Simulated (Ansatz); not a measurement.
**CH6AlNSi: a ladder of functionals and wavefunction methods**

Aim: compute CH6AlNSi with functionals from several rungs and with coupled cluster, and see how far each lands from CCSD(T) at the basis-set limit for the atomisation energy.

Computed with Ansatz 0.2.0, Gaussian basis. Level: functionals in def2-TZVPP, the program's frozen cores in correlated methods.

Levels to be run: LDA (SPW92), PBE-D4, revPBE-D4, BLYP-D4, r2SCAN-D4, B97M-V, PBE0-D4, B3LYP-D4, r2SCANh-D4, r2SCAN0-D4, HSE06-D4, BHLYP-D4, CAM-B3LYP-D4, LC-ωPBE, ωB97X-V, ωB97M-V, B2PLYP, PBE-QIDH; CCSD(T)/def2-SVP; CCSD(T)/def2-TZVPP; MP2/def2-QZVPP; extrapolation to the limit; RPA on PBE.

### Step 1. The geometry

The geometry comes from an earlier relaxation with PBE0-D4 in a triple-zeta def2 set; it is a stationary point, not always the lowest conformer.

SMILES `C[SiH]1[NH][AlH]1`, 10 atoms, charge 0, spin multiplicity 1.

Atoms are counted from 1 here; the program's logs count them from 0.

Bond lengths: C1–Si2 1.873 Å, C1–H5 1.094 Å, C1–H6 1.095 Å, C1–H7 1.091 Å, Si2–N3 1.761 Å, Si2–Al4 2.305 Å, Si2–H8 1.497 Å, N3–Al4 1.778 Å, N3–H9 1.009 Å, Al4–H10 1.582 Å. Angles: Si2–C1–H5 110.2°, Si2–C1–H6 110.4°, Si2–C1–H7 111.7°, H5–C1–H6 107.5°, H5–C1–H7 108.4°, H6–C1–H7 108.5°, C1–Si2–N3 117.1°, C1–Si2–Al4 128.6°, C1–Si2–H8 106.5°, N3–Si2–Al4 49.7°, N3–Si2–H8 114.8°, Al4–Si2–H8 124.3°, Si2–N3–Al4 81.3°, Si2–N3–H9 130.4°, Al4–N3–H9 148.3°, Si2–Al4–N3 49.0°, Si2–Al4–H10 176.5°, N3–Al4–H10 134.4°.

Geometry (Å):

```
C    -1.6309    0.2608   -0.3580
Si   -0.0011   -0.6382   -0.1504
N     1.1581    0.0519    0.9812
Al    2.1336    0.1557   -0.5015
H    -2.1887   -0.1586   -1.2001
H    -2.2481    0.1427    0.5383
H    -1.4826    1.3268   -0.5392
H    -0.3360   -2.0764    0.0923
H     1.0935    0.1970    1.9778
H     3.5852    0.6871   -0.8375
```

### Step 2. LDA

This LDA is Slater exchange with PW92 correlation.

Input file in.yaml:

```yaml
crystal:
  periodic: [false, false, false]
  atoms:
    - {symbol: C, position_ang: [-1.630855, 0.260847, -0.357983]}
    - {symbol: Si, position_ang: [-0.001103, -0.638207, -0.150364]}
    - {symbol: N, position_ang: [1.158135, 0.051937, 0.981214]}
    - {symbol: Al, position_ang: [2.133650, 0.155742, -0.501475]}
    - {symbol: H, position_ang: [-2.188659, -0.158556, -1.200090]}
    - {symbol: H, position_ang: [-2.248134, 0.142718, 0.538310]}
    - {symbol: H, position_ang: [-1.482648, 1.326794, -0.539177]}
    - {symbol: H, position_ang: [-0.336030, -2.076446, 0.092303]}
    - {symbol: H, position_ang: [1.093461, 0.196982, 1.977779]}
    - {symbol: H, position_ang: [3.585182, 0.687089, -0.837517]}
basis:
  gaussian: {orbitals: def2-TZVPP}
hamiltonian: {xc: lda}
output: {orbitals: {seedname: orbitals}}
```

On the command line:

```sh
> ansatz run in.yaml --threads 2 --pin off --events-out ev --progress --plain --max-ram 4352MiB
```

The runs that follow: PBE-D4 (GGA); revPBE-D4 (GGA); BLYP-D4 (GGA); r2SCAN-D4 (meta-GGA); B97M-V (meta-GGA); PBE0-D4 (hybrid); B3LYP-D4 (hybrid); r2SCANh-D4 (hybrid); r2SCAN0-D4 (hybrid); HSE06-D4 (hybrid); BHLYP-D4 (hybrid); CAM-B3LYP-D4 (range-separated); LC-ωPBE (range-separated); ωB97X-V (range-separated); ωB97M-V (range-separated); B2PLYP (double hybrid); PBE-QIDH (double hybrid); CCSD(T) in def2-SVP; CCSD(T) in def2-TZVPP; MP2 in def2-QZVPP; RPA on PBE orbitals.

Before running them: what should the planned runs give, taken together? Wanted: atomisation energy, CCSD(T)/CBS; farthest beyond LDA; mean size of error, GGA; mean size of error, meta-GGA; mean size of error, hybrid; mean size of error, range-separated; mean size of error, double hybrid; gap, smallest and largest; T1 diagnostic.

The runs gave:

```
                               quantity                                                                      value
        atomisation energy, CCSD(T)/CBS                                                              3321.1 kJ/mol
 functionals within 16.6 kJ/mol (0.5 %)  r2SCAN-D4, PBE0-D4, B3LYP-D4, r2SCANh-D4, HSE06-D4, CAM-B3LYP-D4, ωB97M-V
                    farthest beyond LDA                                                    BHLYP-D4 (-82.8 kJ/mol)
                mean size of error, GGA                                                                30.0 kJ/mol
           mean size of error, meta-GGA                                                                17.7 kJ/mol
             mean size of error, hybrid                                                                27.4 kJ/mol
    mean size of error, range-separated                                                                13.5 kJ/mol
      mean size of error, double hybrid                                                                39.2 kJ/mol
              gap, smallest and largest                                   3.40 eV (LDA (SPW92)), 9.66 eV (LC-ωPBE)
                          T1 diagnostic                                                                     0.0134
triples share of the correlation energy                                                                      4.1 %
```

LDA overbinds by 428.5 kJ/mol (13 %). PBE-D4 misses by +32.5 kJ/mol. Double hybrids carry the basis error of their MP2 part in triple zeta, and no dispersion term here, so their miss is partly the set-up's. By mean error the best rung here is range-separated (13.5 kJ/mol) and the worst beyond LDA is double hybrid (39.2 kJ/mol). The gap between the best rungs is small, so their order is not settled. The reference freezes the cores and leaves out relativity and excitations past (T), so misses under about 16.6 kJ/mol can't be ranked. Hartree-Fock recovers 72 % of the binding; the rest is correlation. CCSD(T) in def2-SVP is off by -234.6 kJ/mol, more than most functionals: a good method in a small basis is no reference. The gap grows from 3.4 to 9.7 eV across the functionals, mostly with the share of exact exchange.
